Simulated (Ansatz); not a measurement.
# HfB2: the cost of one run

Computed with Ansatz 0.2.0, driven from Python. Level of theory: DFT PBE, plane waves, PAW.

**1. The structure**

Symmetry: P6/mmm, No. 191, hexagonal system. The conventional cell has a = 3.140 Å, b = 3.140 Å, c = 3.480 Å, α = 90.00°, β = 90.00°, γ = 120.00°. Hf (site symmetry 6/mmm) has 12 B at 2.51 Å as nearest neighbours. Around B (site symmetry -6m2) lie 3 B at 1.81 Å and 6 Hf at 2.51 Å.

The script holds or builds the structure itself.

**2. Script**

run_ecut.py reads:

```python
import ansatz as az
import matplotlib.pyplot as plt

lattice = az.Lattice.of(
    [3.14, 0.0, 0.0],
    [-1.57, 2.71932, 0.0],
    [0.0, 0.0, 3.48],
)
sites = [
    ('Hf', [0.0, 0.0, 0.0]),
    ('B', [1 / 3, 2 / 3, 0.5]),
    ('B', [2 / 3, 1 / 3, 0.5]),
]
cell = az.Crystal(lattice=lattice)
for symbol, position in sites:
    cell = cell.atom(symbol, position)

calc = (
    cell.calculation()
    .kpoints(11, 11, 9, center='gamma')
    .occupations('methfessel_paxton', width=0.1)
    .functional('pbe')
    .scf(tolerance=1e-09)
    .stress()
)

rows = []
for value in [300, 375, 450, 525, 600]:
    rep = calc.basis(value).run(threads=1, backend='cpu').report
    rows.append((value, rep['free_energy_ev'] / len(rep['lattice']['sites']), rep['n_iterations'], sum(rep['stress_gpa'][i][i] for i in range(3)) / 3, rep['n_pw']))

print(' cutoff (eV)   F/atom (eV)    iterations       P (GPa)   plane waves')
for row in rows:
    print(f'{str(row[0]):>12s}  {row[1]:12.5f}  {row[2]:12d}  {row[3]:12.3f}  {row[4]:12d}')

for row in rows[:-1]:
    shift = 1000 * (row[1] - rows[-1][1])
    print(f'{row[0]}: {shift:+.2f} meV/atom' + ('  (within 1 meV)' if abs(shift) < 1 else ''))
plt.figure(figsize=(4.5, 3))
plt.plot([str(row[0]) for row in rows], [1000 * (row[1] - rows[-1][1]) for row in rows], 'o-')
plt.xlabel('cutoff (eV)')
plt.ylabel('F - F(last) (meV/atom)')
plt.tight_layout()
plt.savefig('ecut.png', dpi=100)
```

**3. The calls as engine input**

The engine receives this input (first run):

```yaml
crystal:
  lattice:
    - [3.14, 0.0, 0.0]
    - [-1.57, 2.71932, 0.0]
    - [0.0, 0.0, 3.48]
  atoms:
    - { symbol: Hf, position: [0.0, 0.0, 0.0] }
    - { symbol: B, position: [0.3333333333333333, 0.6666666666666666, 0.5] }
    - { symbol: B, position: [0.6666666666666666, 0.3333333333333333, 0.5] }
basis:
  ecutwfc: 300.0
kpoints:
  mp_grid:
    grid: [11, 11, 9]
    shift: [0.0, 0.0, 0.0]
hamiltonian:
  xc: pbe
scf:
  convergence:
    dr2_threshold: 1.0e-09
  occupations:
    method: methfessel_paxton
    width: 0.1
output:
  stress: true
```

**4. Running it**

On the command line:

```
python run_ecut.py
```

What time and memory should one allow on 1 thread of Arm Neoverse V1, shared host?

About 16 s, with a peak of 0.48 GiB.
